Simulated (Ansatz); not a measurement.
HfMoC2:

```
Hf Mo C
1.0
     3.19142    0.00000    0.00000
     0.00000    3.19142    0.00000
     0.00000    0.00000    4.48516
Hf Mo C
1 1 2
Cartesian
  0.0000 0.0000 0.0000
  1.5957 1.5957 2.2426
  1.5957 1.5957 0.0000
  0.0000 0.0000 2.2426
```

The cell comes from a database or a generator and needn't be the stable form of this composition.

Program: Ansatz 0.2.0. Alike in all runs: task band structure; potentials or basis Ansatz PAW; no spin polarisation; cell as given; k mesh 8 × 8 × 6; smearing fermi-dirac 0.05 eV.

Problem. Order these runs on this cell by their pressure, lowest first.
A. level r2SCAN; cutoff (eV) 500
B. level PBE; cutoff (eV) 420
C. level LDA; cutoff (eV) 420

Solution. C (-14.4 GPa), A (-3.1 GPa), B (-1.3 GPa).

Caveats: the PAW data sets come from PBE, with cores solved anew for the run's functional, which leaves a small shift of forces and pressure (some runs).
